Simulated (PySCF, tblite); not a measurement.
# H8NOSi3 radical: geometry, infrared bands and EPR parameters

Wanted: the infrared bands and EPR parameters of H8NOSi3 radical (`[SiH3][N][SiH2]O[SiH3]`), by calculation.

Programs: tblite 0.8.0 and PySCF 2.14.0, with density-fitted response routines of our own. Each step states its level of theory. These are calculated values for one molecule in the gas phase, unless marked as measured. Atoms count from 0, in the outputs and in this text.

### 1 The starting structure

13 atoms, charge 0, multiplicity 2; geometry from: force field or distance geometry start.

Bonds of the start (Å): Si0–N1 1.74, N1–Si2 1.76, Si2–O3 1.65, O3–Si4 1.65, Si0–H5 1.49, Si0–H6 1.49, Si0–H7 1.49, Si2–H8 1.48, Si2–H9 1.48, Si4–H10 1.49, Si4–H11 1.48, Si4–H12 1.49.

### 2 Optimising the geometry with GFN2-xTB

The job: settings as JSON, then the geometry in Å.

```
{"job": {"kind": "relax", "xc": "GFN2-xTB", "basis": "xTB"}, "charge": 0, "multiplicity": 2}
Si    -2.655300     0.211800    -0.128900
N     -0.983100     0.578300    -0.413100
Si     0.003400    -0.854400    -0.157200
O      1.568700    -0.421200    -0.439300
Si     2.713800     0.601900     0.160900
H     -3.168100    -0.809800    -1.084800
H     -3.450100     1.458400    -0.348800
H     -2.891800    -0.220400     1.276400
H     -0.121000    -1.354900     1.232500
H     -0.379200    -1.923000    -1.114400
H      4.038500     0.227500    -0.412300
H      2.848400     0.485900     1.632700
H      2.471200     2.020300    -0.221600
```

Run with:

```
OMP_NUM_THREADS=1 python probes_run.py task.json out
```

One launch serves the whole session: the jobs run in the order shown.

**Question.** This job is followed by: GFN2-xTB harmonic vibrations, gas phase; UKS B3LYP, pcH-1 on H N O Si, non-relativistic, mean-field spin-orbit, GIAO. What will the session give for the following? strongest single infrared mode (GFN2-xTB); zero-point energy (GFN2-xTB); g(iso) (B3LYP); ⟨S²⟩; largest a(iso) (averaged by class); surface potential, 1st and 99th percentile.

**Answer**, as computed:

```
                                 quantity                    value
strongest single infrared mode (GFN2-xTB)    1080 cm⁻¹, 426 km/mol
             zero-point energy (GFN2-xTB)            44.4 kcal/mol
                           g(iso) (B3LYP)                  2.00715
                                     ⟨S²⟩       0.754 (exact 0.75)
       largest a(iso) (averaged by class)  1H on H8, H9, 103.2 MHz
    surface potential, 1st and 99th percentile       -0.86 V and 1.41 V
```

In words: Over 160 steps the energy fell by 0.619 eV; of the close pairs, N1–Si2 changed most, 1.758 to 1.687 Å. The lowest mode is imaginary (27i cm⁻¹), so the xTB geometry is not a minimum. The strongest single mode, at 1080 cm⁻¹, moves mainly O3. GFN2-xTB is a fitted tight-binding method: band positions and strengths are rough. Its intensities can rank the bands wrongly. Most of the unpaired spin sits on N1 (0.88 e). The isotropic g lies 4.8 ppt above the free-electron value.
